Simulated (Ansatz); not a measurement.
# SiAsH3 (triplet): wave-function methods side by side, cc-pVTZ

How much of the correlation energy of SiAsH3 (triplet) does each wave-function method recover here?

Method: cc-pVTZ, core rule «outside noble gas», up to 19 orbitals frozen; program: Ansatz 0.2.0, Gaussian basis.

The runs, in order: UHF; CCSD(T) on ROHF; CCSD(T) on UHF; BCCD(T) on ROHF; CCSDT(Q) on ROHF; CCSDT(Q) on UHF; CASSCF and NEVPT2, 12 electrons in 11 orbitals.

3 further runs of the same task are left out: 3 set aside as unsound or not needed.

## (1) The system

The geometry is a PBE0/def2-TZVP stationary point (not a proven minimum) of the parent state, kept for this charge and spin. No spin-orbit coupling is included. The filled d shell of As may be among the frozen orbitals whatever the setting's name suggests; the logs give the count.

5 atoms, charge 0, spin multiplicity 3.

Atoms are counted from 1 here; the program's logs count them from 0.

Bond lengths: Si1–As2 2.171 Å, Si1–H3 1.704 Å, Si1–H4 1.493 Å, Si1–H5 1.493 Å, As2–H3 1.707 Å. Angles: As2–Si1–H3 50.5°, As2–Si1–H4 126.6°, As2–Si1–H5 126.6°, H3–Si1–H4 108.5°, H3–Si1–H5 108.5°, H4–Si1–H5 106.0°, Si1–As2–H3 50.4°, Si1–H3–As2 79.1°.

In the tables R marks a restricted open-shell determinant and U an unrestricted one; 'valence' is the active space of 12 electrons in 11 orbitals; energies count from the table's Hartree-Fock row.

## (2) UHF

Contents of in.yaml:

```yaml
crystal:
  periodic: [false, false, false]
  atoms:
    - {symbol: Si, position_ang: [-0.041835, 0.000000, 1.526862]}
    - {symbol: As, position_ang: [-0.003359, 0.000000, -0.643757]}
    - {symbol: H, position_ang: [1.292447, 0.000000, 0.467020]}
    - {symbol: H, position_ang: [0.061472, 1.192704, 2.419746]}
    - {symbol: H, position_ang: [0.061472, -1.192704, 2.419746]}
basis:
  gaussian: {orbitals: cc-pVTZ}
magnetization: {spin_polarized: true, initial_magnetization: 2}
hamiltonian: {xc: hf}
output: {orbitals: {seedname: orbitals}}
```

On the command line:

```
$ ansatz run in.yaml --threads 1 --pin off --events-out ev --progress --plain --max-ram 4096MiB --backend cpu
```

Output:

```text
Functional definition: HF
  name "HF"
  cite "Fock, Z. Phys. 61, 126 (1930) doi:10.1007/BF01340294"
  parent pbe
  exchange = exact_x
  correlation = 0
1015 factors; their error is unknown
mean field evaluation 1: about -68701.0483 eV, gradient 8.2e0 eV
mean field evaluation 2: about -68701.9451 eV, gradient 3.2e0 eV
mean field evaluation 4: about -68702.1602 eV, gradient 6.8e-1 eV
mean field evaluation 8: about -68702.1750 eV, gradient 4.7e-2 eV
mean field evaluation 16: about -68702.8987 eV, gradient 5.5e0 eV
mean field evaluation 32: about -68697.0272 eV, gradient 2.1e1 eV
mean field -68704.09053253 eV, -2524.8287577652 hartree, gradient 2.4e-5 eV, S^2 2.057201; 0 other end points of the search recorded, 0 dependent functions left out
reference -68704.09053253 eV, -2524.8287577652 hartree; 26, 24 occupied and 93, 95 virtual orbitals, 1015 factors
Total energy: -68704.09053253 eV, -2524.8287577652 hartree
```

Wall time 4 s (1 thread of AMD EPYC 7R13, shared host); peak memory 0.28 GiB.

From the report: ⟨S²⟩ of the determinant 2.057 (pure triplet: 2.00).

## (3) CCSD(T) on ROHF

Changes to in.yaml since step 2:

```diff
@@ -10,4 +10,4 @@
   gaussian: {orbitals: cc-pVTZ}
-magnetization: {spin_polarized: true, initial_magnetization: 2}
-hamiltonian: {xc: hf}
-output: {orbitals: {seedname: orbitals}}
+magnetization: {spin_polarized: false, initial_magnetization: 2}
+correlation: {method: ccsd_t, electrons: outside_noble_gas}
+output: {forces: true}
```

On the command line:

```
$ ansatz run in.yaml --threads 2 --pin off --events-out ev --progress --plain --max-ram 24576MiB --backend cuda --devices 0, --max-vram 18GiB
```

Output, shortened:

```text
Functional definition: HF
  name "HF"
  cite "Fock, Z. Phys. 61, 126 (1930) doi:10.1007/BF01340294"
  parent pbe
[...]
718 factors; integrals over basis functions are off by at most 1.3e-3 eV
[...]
mean field -68703.83934512 eV, -2524.8195267983 hartree, gradient 2.9e-6 eV, S^2 2.000000; 2 other end points of the search recorded, 0 dependent functions left out
determinant -68703.83934512 eV, -2524.8195267983 hartree, with singles and doubles -68711.71243628 eV, -2525.1088575619 hartree
determinant -68701.76559040 eV, -2524.7433177181 hartree, with singles and doubles -68709.67779583 eV, -2525.0340859044 hartree
determinant -68701.64767935 eV, -2524.7389845666 hartree, with singles and doubles -68709.50837825 eV, -2525.0278599232 hartree
19 core orbitals not correlated: weight in the atoms' cores, before any rotation towards them, 1.000 or more for the frozen orbitals, at most 0.000 for the correlated occupied ones
reference -68703.83934512 eV, -2524.8195267983 hartree; 7, 5 occupied and 93, 95 virtual orbitals, 718 factors
second order -6.66717618 eV of doubles, -0.11223665 eV of singles
cycle   1  -7.72592580 eV  change   -4.6e-1 eV  update   2.1e-2
[...]
cycle  13  -7.74255327 eV  change    3.4e-7 eV  update   8.0e-7
perturbative correction -0.35050363 eV, -0.0128807707 hartree
[...]
Total energy: -68711.93240202 eV, -2525.1169411536 hartree
Atom 0 at    -0.041835     0.000000     1.526862 Å, force     0.365539     0.000000     3.596117 eV/Å
Atom 1 at    -0.003359     0.000000    -0.643757 Å, force    -0.560426    -0.000000    -3.588446 eV/Å
Atom 2 at     1.292447     0.000000     0.467020 Å, force     0.263030     0.000000     0.825133 eV/Å
Atom 3 at     0.061472     1.192704     2.419746 Å, force    -0.034072     0.043394    -0.416402 eV/Å
Atom 4 at     0.061472    -1.192704     2.419746 Å, force    -0.034072    -0.043395    -0.416402 eV/Å
Dipole moment:    -0.038781    -0.000000     0.037971 e Å
```

Run time: 48 s. Hardware: 1 × H100 (card shared with other runs) with 2 threads of AMD EPYC 7R13, shared host; peak host memory 1.1 GiB.

From the report: correlation -8.0931 eV; T1 0.030; largest double amplitude 0.04.

## (4) CCSD(T) on UHF

Changes to in.yaml since step 3:

```diff
@@ -10,3 +10,3 @@
   gaussian: {orbitals: cc-pVTZ}
-magnetization: {spin_polarized: false, initial_magnetization: 2}
+magnetization: {spin_polarized: true, initial_magnetization: 2}
 correlation: {method: ccsd_t, electrons: outside_noble_gas}
```

Launched as before.

Output, shortened:

```text
Functional definition: HF
  name "HF"
  cite "Fock, Z. Phys. 61, 126 (1930) doi:10.1007/BF01340294"
  parent pbe
[...]
718 factors; integrals over basis functions are off by at most 1.3e-3 eV
[...]
mean field -68704.09136555 eV, -2524.8287883782 hartree, gradient 4.3e-6 eV, S^2 2.057201; 4 other end points of the search recorded, 0 dependent functions left out
determinant -68704.09136555 eV, -2524.8287883782 hartree, with singles and doubles -68711.71370084 eV, -2525.1089040334 hartree
determinant -68702.01020894 eV, -2524.7523072835 hartree, with singles and doubles -68709.66153173 eV, -2525.0334882098 hartree
determinant -68701.82869260 eV, -2524.7456366810 hartree, with singles and doubles -68709.51147544 eV, -2525.0279737427 hartree
19 core orbitals not correlated: weight in the atoms' cores, before any rotation towards them, 1.000 or more for the frozen orbitals, at most 0.000 for the correlated occupied ones
reference -68704.09136555 eV, -2524.8287883782 hartree; 7, 5 occupied and 93, 95 virtual orbitals, 718 factors
second order -6.44850559 eV of doubles, -0.00000000 eV of singles
cycle   1  -7.48725991 eV  change   -4.9e-1 eV  update   2.2e-2
[...]
cycle  14  -7.50491142 eV  change   -1.1e-7 eV  update   5.0e-7
perturbative correction -0.33786325 eV, -0.0124162453 hartree
[...]
Total energy: -68711.93414021 eV, -2525.1170050311 hartree
Atom 0 at    -0.041835     0.000000     1.526862 Å, force     0.387642     0.000000     3.579632 eV/Å
Atom 1 at    -0.003359     0.000000    -0.643757 Å, force    -0.576570    -0.000000    -3.596508 eV/Å
Atom 2 at     1.292447     0.000000     0.467020 Å, force     0.262195     0.000000     0.848795 eV/Å
Atom 3 at     0.061472     1.192704     2.419746 Å, force    -0.036633     0.042385    -0.415960 eV/Å
Atom 4 at     0.061472    -1.192704     2.419746 Å, force    -0.036633    -0.042385    -0.415959 eV/Å
Dipole moment:    -0.039549    -0.000000     0.040531 e Å
```

Run time: 24 s. Hardware: 1 × H100 (card shared with other runs) with 2 threads of AMD EPYC 7R13, shared host; peak host memory 1.1 GiB.

From the report: ⟨S²⟩ of the determinant 2.057 (pure triplet: 2.00); correlation -7.8428 eV; T1 0.022; largest double amplitude 0.04.

## (5) BCCD(T) on ROHF

Changes to in.yaml since step 4:

```diff
@@ -10,4 +10,3 @@
   gaussian: {orbitals: cc-pVTZ}
-magnetization: {spin_polarized: true, initial_magnetization: 2}
-correlation: {method: ccsd_t, electrons: outside_noble_gas}
-output: {forces: true}
+magnetization: {spin_polarized: false, initial_magnetization: 2}
+correlation: {method: bccd_t, electrons: outside_noble_gas}
```

The command is unchanged.

Output, shortened:

```text
Functional definition: HF
  name "HF"
  cite "Fock, Z. Phys. 61, 126 (1930) doi:10.1007/BF01340294"
  parent pbe
[...]
718 factors; integrals over basis functions are off by at most 1.3e-3 eV
[...]
mean field -68703.83934512 eV, -2524.8195267983 hartree, gradient 2.9e-6 eV, S^2 2.000000; 2 other end points of the search recorded, 0 dependent functions left out
determinant -68703.83934512 eV, -2524.8195267983 hartree, with singles and doubles -68711.71243628 eV, -2525.1088575619 hartree
determinant -68701.76559040 eV, -2524.7433177181 hartree, with singles and doubles -68709.67779583 eV, -2525.0340859044 hartree
determinant -68701.64767935 eV, -2524.7389845666 hartree, with singles and doubles -68709.50837825 eV, -2525.0278599232 hartree
19 core orbitals not correlated: weight in the atoms' cores, before any rotation towards them, 1.000 or more for the frozen orbitals, at most 0.000 for the correlated occupied ones
reference -68703.83934512 eV, -2524.8195267983 hartree; 7, 5 occupied and 93, 95 virtual orbitals, 718 factors
second order -6.66717618 eV of doubles, -0.11223665 eV of singles
cycle   1  -7.72892727 eV  change   -4.6e-1 eV  update   2.3e-2
[...]
cycle  12  -7.73770608 eV  change    1.9e-6 eV  update   6.4e-6
perturbative correction -0.35519164 eV, -0.0130530521 hartree
Total energy: -68711.93224285 eV, -2525.1169353041 hartree
```

Run time: 17 s. Hardware: 1 × H100 (card shared with other runs) with 2 threads of AMD EPYC 7R13, shared host; peak host memory 0.81 GiB.

From the report: correlation -8.0929 eV; largest double amplitude 0.04.

## (6) CCSDT(Q) on ROHF

Changes to in.yaml since step 5:

```diff
@@ -11,2 +11,2 @@
 magnetization: {spin_polarized: false, initial_magnetization: 2}
-correlation: {method: bccd_t, electrons: outside_noble_gas}
+correlation: {method: ccsdt_q, electrons: outside_noble_gas}
```

Launched as before.

Output, shortened:

```text
Functional definition: HF
  name "HF"
  cite "Fock, Z. Phys. 61, 126 (1930) doi:10.1007/BF01340294"
  parent pbe
[...]
1459 factors; integrals over basis functions are off by at most 1.8e-7 eV
[...]
mean field -68703.83936988 eV, -2524.8195277081 hartree, gradient 2.0e-6 eV, S^2 2.000000; 4 other end points of the search recorded, 0 dependent functions left out
determinant -68703.83936988 eV, -2524.8195277081 hartree, with singles and doubles -68711.71247467 eV, -2525.1088589727 hartree
determinant -68701.76563725 eV, -2524.7433194397 hartree, with singles and doubles -68709.67784844 eV, -2525.0340878379 hartree
determinant -68701.64770585 eV, -2524.7389855406 hartree, with singles and doubles -68709.50842734 eV, -2525.0278617270 hartree
19 core orbitals not correlated: weight in the atoms' cores, before any rotation towards them, 1.000 or more for the frozen orbitals, at most 0.000 for the correlated occupied ones
reference -68703.83936988 eV, -2524.8195277081 hartree; 7, 5 occupied and 93, 95 virtual orbitals, 1459 factors
second order -6.66720276 eV of doubles, -0.11223656 eV of singles
cycle   1  -7.43422539 eV  change   -6.5e-1 eV  update   9.5e-2
[...]
cycle  17  -8.13299558 eV  change    5.5e-7 eV  update   1.1e-6
perturbative correction -0.01880498 eV, -0.0006910704 hartree
Total energy: -68711.99117044 eV, -2525.1191008533 hartree
```

Wall time 54 s (1 × H100 (card shared with other runs) with 2 threads of AMD EPYC 7R13, shared host); peak host memory 1.3 GiB.

From the report: correlation -8.1518 eV; T1 0.031; largest double amplitude 0.04.

## (7) CCSDT(Q) on UHF

Changes to in.yaml since step 6:

```diff
@@ -10,3 +10,3 @@
   gaussian: {orbitals: cc-pVTZ}
-magnetization: {spin_polarized: false, initial_magnetization: 2}
+magnetization: {spin_polarized: true, initial_magnetization: 2}
 correlation: {method: ccsdt_q, electrons: outside_noble_gas}
```

Launched as before.

Output, shortened:

```text
Functional definition: HF
  name "HF"
  cite "Fock, Z. Phys. 61, 126 (1930) doi:10.1007/BF01340294"
  parent pbe
[...]
1459 factors; integrals over basis functions are off by at most 1.8e-7 eV
[...]
mean field -68704.09138996 eV, -2524.8287892752 hartree, gradient 5.1e-6 eV, S^2 2.057201; 2 other end points of the search recorded, 0 dependent functions left out
determinant -68704.09138996 eV, -2524.8287892752 hartree, with singles and doubles -68711.71373983 eV, -2525.1089054665 hartree
determinant -68702.01025444 eV, -2524.7523089554 hartree, with singles and doubles -68709.66157504 eV, -2525.0334898013 hartree
determinant -68701.82871839 eV, -2524.7456376288 hartree, with singles and doubles -68709.51152204 eV, -2525.0279754553 hartree
19 core orbitals not correlated: weight in the atoms' cores, before any rotation towards them, 1.000 or more for the frozen orbitals, at most 0.000 for the correlated occupied ones
reference -68704.09138996 eV, -2524.8287892752 hartree; 7, 5 occupied and 93, 95 virtual orbitals, 1459 factors
second order -6.44853053 eV of doubles, -0.00000000 eV of singles
cycle   1  -7.16539647 eV  change   -7.2e-1 eV  update   9.5e-2
[...]
cycle  18  -7.88758103 eV  change    4.5e-7 eV  update   9.0e-7
perturbative correction -0.01887769 eV, -0.0006937424 hartree
Total energy: -68711.99784868 eV, -2525.1193462739 hartree
```

It took 49 s on 1 × H100 (card shared with other runs) with 2 threads of AMD EPYC 7R13, shared host; peak host memory 1.1 GiB.

From the report: ⟨S²⟩ of the determinant 2.057 (pure triplet: 2.00); correlation -7.9065 eV; T1 0.024; largest double amplitude 0.04.

## (8) CASSCF and NEVPT2, 12 electrons in 11 orbitals

Changes to in.yaml since step 7:

```diff
@@ -10,3 +10,3 @@
   gaussian: {orbitals: cc-pVTZ}
-magnetization: {spin_polarized: true, initial_magnetization: 2}
-correlation: {method: ccsdt_q, electrons: outside_noble_gas}
+magnetization: {spin_polarized: false, initial_magnetization: 2}
+correlation: {method: sc_nevpt2, electrons: outside_noble_gas, active_space: {window: {electrons: 12, orbitals: 11}, shells: [{species: As, l: s, shell: 4}, {species: As, l: p, shell: 4}, {species: H, l: s, shell: 1}, {species: Si, l: s, shell: 3}, {species: Si, l: p, shell: 3}]}}
```

Launched as before.

Output:

```text
Functional definition: HF
  name "HF"
  cite "Fock, Z. Phys. 61, 126 (1930) doi:10.1007/BF01340294"
  parent pbe
  exchange = exact_x
  correlation = 0
1459 factors; integrals over basis functions are off by at most 1.8e-7 eV
mean field evaluation 1: about -68702.9012 eV, gradient 1.0e1 eV
mean field evaluation 2: about -68702.9096 eV, gradient 1.0e1 eV
mean field evaluation 4: about -68703.8197 eV, gradient 1.3e0 eV
mean field evaluation 8: about -68703.8368 eV, gradient 1.8e-1 eV
mean field evaluation 16: about -68703.8394 eV, gradient 2.0e-6 eV
mean field -68703.83936988 eV, -2524.8195277081 hartree, gradient 2.0e-6 eV, S^2 2.000000; 2 other end points of the search recorded, 0 dependent functions left out
reference -68703.83936988 eV, -2524.8195277081 hartree; 26, 24 occupied and 93, 95 virtual orbitals, 1459 factors
state -68705.87962138 eV, -2524.8945055678 hartree
state -68705.87962138 eV, -2524.8945055678 hartree; corrected -68710.53450166 eV, -2525.0655692629 hartree
Total energy: -68710.53450166 eV, -2525.0655692629 hartree
Checks for a lower state left out: starts, orbital_swaps
```

Run time: 29 s. Hardware: 1 × H100 (card shared with other runs) with 2 threads of AMD EPYC 7R13, shared host; peak host memory 0.89 GiB.

From the report: 106,624 determinants; active occupations 1.99, 1.98, 1.97, 1.97, 1.96, 1.00, 1.00, 0.05, 0.04, 0.02, 0.02.

## (9) Natural occupations

Natural occupations of the CASSCF valence state about the gap (report; correlated orbitals 2 to 11): 1.979, 1.971, 1.970, 1.957, 1.001, 0.999, 0.049, 0.041, 0.023, 0.018. The count of effectively unpaired electrons, Σ n²(2 − n)², is 2.03; a single determinant of this spin has 2.

## (10) All levels against the top one

The yardstick is UCCSDT(Q), where the cluster series has nearly closed. Rows without a time come out of other runs: HF, MP2 and CCSD of CCSD(T), CCSDT of CCSDT(Q), CASSCF and MRCISD of the multireference runs. The times of RCCSD(T), UCCSD(T) include forces.

Differences are taken before rounding.

```csv
method,energy from the lowest ROHF (kJ/mol),from UCCSDT(Q) (kJ/mol),time
ROHF,0.0,+787.2,
UHF,-24.3,+762.9,
RMP2,-654.1,+133.1,
UMP2,-646.5,+140.7,
RCCSD,-747.0,+40.1,
UCCSD,-748.4,+38.7,
RCCSD(T),-780.9,+6.3,48 s
UCCSD(T),-781.0,+6.1,24 s
BCCD(T),-780.8,+6.3,17 s
RCCSDT,-784.7,+2.5,
UCCSDT,-785.4,+1.8,
RCCSDT(Q),-786.5,+0.6,54 s
UCCSDT(Q),-787.2,0,49 s
CASSCF valence,-196.9,+590.3,
NEVPT2 valence,-646.0,+141.2,29 s
```

Among the levels timed on like hardware and quicker than the yardstick, those that no quicker one beats, quickest first: BCCD(T) (17 s, +6.3 kJ/mol); UCCSD(T) (24 s, +6.1 kJ/mol).

## (11) Outcome

```
                         quantity                      value
    UCCSDT(Q) from the ROHF energy                 -8.1585 eV
              RMP2 from UCCSDT(Q)              +133.1 kJ/mol
              UMP2 from UCCSDT(Q)              +140.7 kJ/mol
             RCCSD from UCCSDT(Q)               +40.1 kJ/mol
          RCCSD(T) from UCCSDT(Q)                +6.3 kJ/mol
          UCCSD(T) from UCCSDT(Q)                +6.1 kJ/mol
         RCCSDT(Q) from UCCSDT(Q)                +0.6 kJ/mol
    NEVPT2 valence from UCCSDT(Q)              +141.2 kJ/mol
levels within 1 kcal/mol (43 meV)  RCCSDT, UCCSDT, RCCSDT(Q)
                    T1 diagnostic                      0.030
   effectively unpaired electrons                       2.03
```

RCCSD(T) misses by +6.3 kJ/mol, 0.8 % of the correlation energy. One determinant dominates. These misses are within one basis, not against nature; the frozen cores of restricted and unrestricted runs differ, which can shift their rows.

For cost: UCCSD(T) gets within 6.1 kJ/mol in 24 s, where UCCSDT(Q) took 49 s; the quickest level in the cost chart, BCCD(T), takes 17 s and misses by 6.3 kJ/mol.
